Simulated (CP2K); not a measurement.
# Bi2Te3 (Tellurobismuthite) (R-3m) in CP2K: equation of state

How stiff is Bi2Te3 (Tellurobismuthite) in PBEsol, and what volume does it want? The cell is scaled to several volumes.

Everything below comes from runs of CP2K 2026.2. Logs are shortened: lines on timing, memory, paths and dates and some standing lists are left out, and cuts for length are marked.

### Step 1. Starting point

Symmetry: R-3m, No. 166, trigonal system. Conventional cell: a = 4.386 Å, b = 4.386 Å, c = 30.497 Å, α = 90.00°, β = 90.00°, γ = 120.00°. Around Bi (site symmetry 3m) lie 6 Te at 3.07 to 3.25 Å. Te (site symmetry 3m) is surrounded by 3 Bi at 3.07 Å. Te (site symmetry -3m) is surrounded by 6 Bi at 3.25 Å.

### Step 2. Single point, PBEsol, 33.87 Å³/atom

bi2te3_eos.inp reads:

```
&GLOBAL
  PROJECT bi2te3_eos
  RUN_TYPE ENERGY_FORCE
  PRINT_LEVEL LOW
&END GLOBAL
&FORCE_EVAL
  METHOD QS
  STRESS_TENSOR ANALYTICAL
  &DFT
    BASIS_SET_FILE_NAME BASIS_MOLOPT_UZH
    POTENTIAL_FILE_NAME POTENTIAL_UZH
    &MGRID
      CUTOFF 450
      REL_CUTOFF 60
      NGRIDS 5
    &END MGRID
    &QS
      METHOD GPW
      EPS_DEFAULT 1.0E-10
    &END QS
    &KPOINTS
      SCHEME MONKHORST-PACK 7 7 7
      GAMMA_CENTERED T
      SYMMETRY T
      SYMMETRY_BACKEND SPGLIB
    &END KPOINTS
    &SCF
      SCF_GUESS ATOMIC
      EPS_SCF 1.0E-6
      MAX_SCF 100
      ADDED_MOS 16
      CHOLESKY OFF
      EPS_EIGVAL 1.0E-7
      &DIAGONALIZATION ON
        ALGORITHM STANDARD
      &END DIAGONALIZATION
      &MIXING ON
        METHOD BROYDEN_MIXING
        ALPHA 0.4
        BETA 1.5
        NBUFFER 8
      &END MIXING
      &SMEAR ON
        METHOD FERMI_DIRAC
        ELECTRONIC_TEMPERATURE [K] 580.226
      &END SMEAR
    &END SCF
    &XC
      &XC_FUNCTIONAL
        &GGA_X_PBE_SOL
        &END GGA_X_PBE_SOL
        &GGA_C_PBE_SOL
        &END GGA_C_PBE_SOL
      &END XC_FUNCTIONAL
    &END XC
    &PRINT
      &KPOINTS ON
      &END KPOINTS
      &MULLIKEN ON
      &END MULLIKEN
      &MO ON
        ENERGIES T
        OCCUPATION_NUMBERS T
        &EACH
          QS_SCF 0
        &END EACH
        ADD_LAST NUMERIC
      &END MO
    &END PRINT
  &END DFT
  &SUBSYS
    &CELL
      ABC 10.4763118882 10.4763118882 10.4763118882
      ALPHA_BETA_GAMMA 24.1661116378 24.1661116377 24.1661116378
      PERIODIC XYZ
    &END CELL
    &COORD
      Bi  17.7556189417 3.8009829967 2.2615586432
      Bi  11.8370792945 2.5339886645 1.5077057622
      Te  23.3930279557 5.0077950982 2.9796035125
      Te  6.1996702805 1.3271765630 0.7896608929
      Te  0.0000000000 0.0000000000 0.0000000000
    &END COORD
    &KIND Bi
      BASIS_SET TZVP-MOLOPT-PBE-GTH-q5
      POTENTIAL GTH-PBE-q5
    &END KIND
    &KIND Te
      BASIS_SET TZVP-MOLOPT-PBE-GTH-q6
      POTENTIAL GTH-PBE-q6
    &END KIND
    &PRINT
      &ATOMIC_COORDINATES ON
      &END ATOMIC_COORDINATES
      &CELL ON
      &END CELL
    &END PRINT
  &END SUBSYS
  &PRINT
    &FORCES ON
    &END FORCES
    &STRESS_TENSOR ON
    &END STRESS_TENSOR
  &END PRINT
&END FORCE_EVAL
```

Potentials or basis: POTENTIAL_UZH Bi GTH-PBE-q5, Te GTH-PBE-q6; TZVP-MOLOPT-PBE-GTH basis.

On the command line:

```bash
OMP_NUM_THREADS=1 mpirun -n 4 cp2k.psmp -i bi2te3_eos.inp -o bi2te3_eos.out
```

bi2te3_eos.out:

```text

 CP2K| version string:                                       CP2K version 2026.2
 CP2K| Input file name                                            bi2te3_eos.inp

 GLOBAL| Force Environment number                                              1
 GLOBAL| Basis set file name                                    BASIS_MOLOPT_UZH
 GLOBAL| Potential file name                                       POTENTIAL_UZH
 GLOBAL| MM Potential file name                                     MM_POTENTIAL
 GLOBAL| Coordinate file name                                      __STD_INPUT__
 GLOBAL| Method name                                                        CP2K
 GLOBAL| Project name                                                 bi2te3_eos
 GLOBAL| Run type                                                   ENERGY_FORCE
 GLOBAL| FFT library                                                       FFTW3
 GLOBAL| Diagonalization library                                       ScaLAPACK
 GLOBAL| Cholesky decomposition library                                ScaLAPACK
 GLOBAL| DGEMM library                                                      BLAS
 GLOBAL| Direct generalized diagonalization requested                          F
 GLOBAL| Matrix multiplication library                                 ScaLAPACK
 GLOBAL| Global print level                                                  LOW
 GLOBAL| Total number of message passing processes                             4
 GLOBAL| Number of threads for this process                                    1
 GLOBAL| CPU model name                                                  UNKNOWN

 CELL| Volume [angstrom^3]:                                           169.357234
 CELL| Vector a [angstrom]:      10.476     0.000     0.000   |a| =    10.476312
 CELL| Vector b [angstrom]:       9.558     4.289     0.000   |b| =    10.476312
 CELL| Vector c [angstrom]:       9.558     2.046     3.769   |c| =    10.476312
 CELL| Angle (b,c), alpha [degree]:                                    24.166112
 CELL| Angle (a,c), beta  [degree]:                                    24.166112
 CELL| Angle (a,b), gamma [degree]:                                    24.166112
 CELL| Numerically orthorhombic:                                              NO
 CELL| Periodicity                                                           XYZ

 CELL_REF| Volume [angstrom^3]:                                       169.357234
 CELL_REF| Vector a [angstrom    10.476     0.000     0.000   |a| =    10.476312
 CELL_REF| Vector b [angstrom     9.558     4.289     0.000   |b| =    10.476312
 CELL_REF| Vector c [angstrom     9.558     2.046     3.769   |c| =    10.476312
 CELL_REF| Angle (b,c), alpha [degree]:                                24.166112
 CELL_REF| Angle (a,c), beta  [degree]:                                24.166112
 CELL_REF| Angle (a,b), gamma [degree]:                                24.166112
 CELL_REF| Numerically orthorhombic:                                          NO
 CELL_REF| Periodicity                                                       XYZ
[... 10 lines left out ...]

  Total number of            - Atomic kinds:                                   2
                             - Atoms:                                          5
                             - Shell sets:                                     5
                             - Shells:                                        35
                             - Primitive Cartesian functions:                 22
                             - Cartesian basis functions:                     90
                             - Spherical basis functions:                     85

  Maximum angular momentum of- Orbital basis functions:                        2
                             - Local part of the GTH pseudopotential:          0
                             - Non-local part of the GTH pseudopotential:      4

 MODULE QUICKSTEP: ATOMIC COORDINATES IN ANGSTROM

   Atom Kind Element         X             Y             Z       Z(eff)     Mass
      1    1 Bi   83     17.755619      3.800983      2.261559   5.0000 208.9804
      2    1 Bi   83     11.837079      2.533989      1.507706   5.0000 208.9804
      3    2 Te   52     23.393028      5.007795      2.979604   6.0000 127.6000
      4    2 Te   52      6.199670      1.327177      0.789661   6.0000 127.6000
      5    2 Te   52      0.000000      0.000000      0.000000   6.0000 127.6000

 SCF PARAMETERS         Density guess:                                    ATOMIC
                        --------------------------------------------------------
                        max_scf:                                             100
[... 23 lines left out ...]
 *******************************************************************************
 BRILLOUIN| K-point scheme                                        Monkhorst-Pack
 BRILLOUIN| K-Point grid                                             7    7    7
 BRILLOUIN| Gamma-centered k-point mesh                                     ON
 BRILLOUIN| K-point symmetry accuracy                               0.100000E-05
 BRILLOUIN| K-Point point group symmetrization                                ON
 BRILLOUIN| Symmetry backend                                             SPGLIB
 BRILLOUIN| Symmetry reduction method                                    SPGLIB
 BRILLOUIN| Wavefunction type                                            COMPLEX
 BRILLOUIN| List of Kpoints [2 Pi/Bohr]                                       44
 BRILLOUIN| Number           Weight            X              Y              Z
 BRILLOUIN|     1           0.00583       -0.42857       -0.42857       -0.42857
 BRILLOUIN|     2           0.01749       -0.42857       -0.42857       -0.28571
 BRILLOUIN|     3           0.01749       -0.42857       -0.42857       -0.14286
 BRILLOUIN|     4           0.01749       -0.42857       -0.42857        0.00000
 BRILLOUIN|     5           0.01749       -0.42857       -0.42857        0.14286
 BRILLOUIN|     6           0.01749       -0.42857       -0.42857        0.28571
[... 32 lines left out ...]
 BRILLOUIN|    39           0.00583       -0.14286       -0.14286       -0.14286
 BRILLOUIN|    40           0.01749       -0.14286       -0.14286        0.00000
 [... further k-points ...]
 *******************************************************************************

 Extrapolation method: initial_guess

 Number of electrons:                                                         28
 Number of occupied orbitals:                                                 14
 Number of molecular orbitals:                                                30

 Number of orbital functions:                                                 85
 Number of independent orbital functions:                                     85

 SCF WAVEFUNCTION OPTIMIZATION

  Step     Update method      Time    Convergence         Total energy    Change
  ------------------------------------------------------------------------------
     1 NoMix/Diag. 0.40E+00    2.5     0.58218308       -35.6019097838 -3.56E+01
     2 Broy./Diag. 0.40E+00    3.3     0.03380220       -35.6124808787 -1.06E-02
     3 Broy./Diag. 0.40E+00    3.3     0.07589093       -35.5269700636  8.55E-02
     4 Broy./Diag. 0.40E+00    3.3     0.02352227       -35.5334217622 -6.45E-03
     5 Broy./Diag. 0.40E+00    3.3     0.00744288       -35.4913531845  4.21E-02
     6 Broy./Diag. 0.40E+00    3.2     0.00317738       -35.4518772480  3.95E-02
     7 Broy./Diag. 0.40E+00    3.3     0.00085202       -35.4371931322  1.47E-02
     8 Broy./Diag. 0.40E+00    3.3     0.00119068       -35.4351441017  2.05E-03
     9 Broy./Diag. 0.40E+00    3.3     0.00010274       -35.4353632482 -2.19E-04
    10 Broy./Diag. 0.40E+00    3.3     0.00017183       -35.4375965915 -2.23E-03
    11 Broy./Diag. 0.40E+00    3.3     0.00002812       -35.4379505204 -3.54E-04
    12 Broy./Diag. 0.40E+00    3.2     0.00001742       -35.4380679356 -1.17E-04
    13 Broy./Diag. 0.40E+00    3.2     0.00000580       -35.4380463046  2.16E-05
    14 Broy./Diag. 0.40E+00    3.3     0.00000099       -35.4380294081  1.69E-05

  *** SCF run converged in    14 steps ***

  Electronic density on regular grids:        -28.0000000000       -0.0000000000
  Core density on regular grids:               27.9999999911       -0.0000000089
  Total charge density on r-space grids:       -0.0000000090
  Total charge density g-space grids:          -0.0000000090

  Overlap energy of the core charge distribution:               0.00000000018763
  Self energy of the core charge distribution:                -75.83132530304096
  Core Hamiltonian energy:                                     15.08002134145024
  Hartree energy:                                              33.32886610853620
  Exchange-correlation energy:                                 -8.01558173453677
  Electronic entropic energy:                                  -0.00000982062646
  Fermi energy:                                                 0.17578226761172

  Total energy:                                               -35.43802940811774
  Total energy (extrapolated to T->0):                        -35.43802449780451

 MO| EIGENVALUES AND OCCUPATION NUMBERS FOR K POINT 1
 MO|
 MO|  Index      Eigenvalue [a.u.]        Eigenvalue [eV]             Occupation
 MO|      1              -0.317302              -8.634223               2.000000
 MO|      2              -0.305778              -8.320649               2.000000
 MO|      3              -0.233355              -6.349924               2.000000
 MO|      4              -0.186531              -5.075765               2.000000
 MO|      5              -0.114268              -3.109381               2.000000
 MO|      6               0.065947               1.794496               2.000000
[... 382 lines left out ...]
 MO|     29               0.575561              15.661817               0.000000
 MO|     30               0.595734              16.210733               0.000000
 MO| Sum:                                                              28.000000
 MO| E(Fermi):            0.175782 a.u.          4.783279 eV

 !-----------------------------------------------------------------------------!
                     Mulliken Population Analysis

 #  Atom  Element  Kind  Atomic population                           Net charge
       1     Bi       1          4.592374                              0.407626
       2     Bi       1          4.592375                              0.407625
       3     Te       2          6.194324                             -0.194324
       4     Te       2          6.194324                             -0.194324
       5     Te       2          6.426603                             -0.426603
 # Total charge                             28.000000                  0.000000

 !-----------------------------------------------------------------------------!

 ENERGY| Total FORCE_EVAL ( QS ) energy [hartree]            -35.438012499532491

 FORCES| Atomic forces [hartree/bohr]
 FORCES|   Atom     x               y               z               |f|
 FORCES|      1  1.58274365E-03  3.38826538E-04  2.01601636E-04   1.63111131E-03
 FORCES|      2 -1.58272341E-03 -3.38829181E-04 -2.01602836E-04   1.63109236E-03
 FORCES|      3  2.86542196E-03  6.13398822E-04  3.64977199E-04   2.95298314E-03
 FORCES|      4 -2.86544736E-03 -6.13405632E-04 -3.64966792E-04   2.95300792E-03
 FORCES|      5  5.15627495E-09  9.45314718E-09 -9.20739387E-09   1.41677544E-08
 FORCES| Sum     7.96221591E-13  1.50663882E-13 -1.55917377E-13
 FORCES| Total atomic force                                       8.25214309E-13

 STRESS| Analytical stress tensor [bar]
 STRESS|                        x                   y                   z
 STRESS|      x        1.12903999069E+04  -4.41584604452E+02  -2.62742100944E+02
 STRESS|      y       -4.41584604452E+02   1.32585671598E+04  -5.62600689457E+01
 STRESS|      z       -2.62742100944E+02  -5.62600689457E+01   1.33195890910E+04
 STRESS| 1/3 Trace                                             1.26228520526E+04
 STRESS| Determinant                                           1.99030821307E+12

 STRESS| Eigenvectors and eigenvalues of the analytical stress tensor [bar]
 STRESS|                        1                   2                   3
 STRESS| Eigenvalues   1.11623964028E+04   1.33530549499E+04   1.33531048049E+04
 STRESS|      x           0.970344871695     -0.167940330748     -0.173858779715
 STRESS|      y           0.207732753125      0.211575085070      0.955030411378
 STRESS|      z           0.123603937052      0.962825024958     -0.240187506043
```

Wall time 52 s (4 MPI ranks of Arm Neoverse V2, shared host).

Results:

```yaml
Free_energy: -964.3174 eV
Pressure: 1.3 GPa
Largest_force: 0.152 eV/Å
Band_gap_on_the_k_mesh: 0.81 eV, direct
Mulliken_charges: Bi +0.41; Te -0.19, -0.43 e
```

Caveat: Mulliken charges move with the basis; with these potentials and basis sets, volumes of gold and of layered tellurides can stand 1.5 % and more from those of plane-wave programs; the potentials were made for another functional, which shifts forces and pressure; spin-orbit coupling is left out, which as a rule narrows the gap of such compounds by several tenths of an eV; an odd mesh through Γ misses points on the zone boundary, where band edges often lie; the basis of atomic orbitals isn't converged, which shifts pressures, moduli and gaps.

### Step 3. Single point, PBEsol, 33.19 Å³/atom (volume scaled by 0.98)

Changes to bi2te3_eos.inp since step 2:

```diff
@@ -11,2 +11,3 @@
     POTENTIAL_FILE_NAME POTENTIAL_UZH
+    WFN_RESTART_FILE_NAME previous-RESTART.kp
     &MGRID
@@ -27,3 +28,3 @@
     &SCF
-      SCF_GUESS ATOMIC
+      SCF_GUESS RESTART
       EPS_SCF 1.0E-6
@@ -72,4 +73,4 @@
     &CELL
-      ABC 10.4763118882 10.4763118882 10.4763118882
-      ALPHA_BETA_GAMMA 24.1661116378 24.1661116377 24.1661116378
+      ABC 10.4059989516 10.4059989515 10.4059989515
+      ALPHA_BETA_GAMMA 24.1661116379 24.1661116377 24.1661116380
       PERIODIC XYZ
@@ -77,6 +78,6 @@
     &COORD
-      Bi  17.7556189417 3.8009829967 2.2615586432
-      Bi  11.8370792945 2.5339886645 1.5077057622
-      Te  23.3930279557 5.0077950982 2.9796035125
-      Te  6.1996702805 1.3271765630 0.7896608929
+      Bi  17.6364501233 3.7754722751 2.2463799400
+      Bi  11.7576334155 2.5169815167 1.4975866266
+      Te  23.2360230374 4.9741847224 2.9596055709
+      Te  6.1580605014 1.3182690694 0.7843609957
       Te  0.0000000000 0.0000000000 0.0000000000
```

Potentials or basis: POTENTIAL_UZH Bi GTH-PBE-q5, Te GTH-PBE-q6; TZVP-MOLOPT-PBE-GTH basis.

On the command line:

```bash
OMP_NUM_THREADS=1 mpirun -n 4 cp2k.psmp -i bi2te3_eos.inp -o bi2te3_eos.out
```

Run time: 47 s. Hardware: 4 MPI ranks of Arm Neoverse V2, shared host.

It converged, with:

```yaml
Free_energy: -964.2783 eV
Pressure: 2.5 GPa
Largest_force: 0.288 eV/Å
Band_gap_on_the_k_mesh: 0.80 eV, direct
Mulliken_charges: Bi +0.40; Te -0.19, -0.42 e
```

Caveat: Mulliken charges move with the basis; with these potentials and basis sets, volumes of gold and of layered tellurides can stand 1.5 % and more from those of plane-wave programs; the potentials were made for another functional, which shifts forces and pressure; spin-orbit coupling is left out, which as a rule narrows the gap of such compounds by several tenths of an eV; an odd mesh through Γ misses points on the zone boundary, where band edges often lie; the basis of atomic orbitals isn't converged, which shifts pressures, moduli and gaps.

### Step 4. Single point, PBEsol, 34.55 Å³/atom (volume scaled by 1.02)

Changes to bi2te3_eos.inp since step 3:

```diff
@@ -73,4 +73,4 @@
     &CELL
-      ABC 10.4059989516 10.4059989515 10.4059989515
-      ALPHA_BETA_GAMMA 24.1661116379 24.1661116377 24.1661116380
+      ABC 10.5456934591 10.5456934591 10.5456934590
+      ALPHA_BETA_GAMMA 24.1661116378 24.1661116377 24.1661116379
       PERIODIC XYZ
@@ -78,6 +78,6 @@
     &COORD
-      Bi  17.6364501233 3.7754722751 2.2463799400
-      Bi  11.7576334155 2.5169815167 1.4975866266
-      Te  23.2360230374 4.9741847224 2.9596055709
-      Te  6.1580605014 1.3182690694 0.7843609957
+      Bi  17.8732092490 3.8261558032 2.2765362893
+      Bi  11.9154728327 2.5507705354 1.5176908595
+      Te  23.5479531856 5.0409602707 2.9993365611
+      Te  6.2407288961 1.3359660679 0.7948905877
       Te  0.0000000000 0.0000000000 0.0000000000
```

On the command line:

```bash
OMP_NUM_THREADS=1 mpirun -n 4 cp2k.psmp -i bi2te3_eos.inp -o bi2te3_eos.out
```

It took 44 s on 4 MPI ranks of Arm Neoverse V2, shared host.

The run converged. Its results:

```
Free energy            : -964.3325 eV
Pressure               : 0.2 GPa
Largest force          : 0.033 eV/Å
Band gap on the k mesh : 0.82 eV, direct
Mulliken charges       : Bi +0.41; Te -0.20, -0.43 e
```

Caveat: Mulliken charges move with the basis; with these potentials and basis sets, volumes of gold and of layered tellurides can stand 1.5 % and more from those of plane-wave programs; the potentials were made for another functional, which shifts forces and pressure; spin-orbit coupling is left out, which as a rule narrows the gap of such compounds by several tenths of an eV; an odd mesh through Γ misses points on the zone boundary, where band edges often lie; the basis of atomic orbitals isn't converged, which shifts pressures, moduli and gaps.

(Continued in part 2 of 2.)
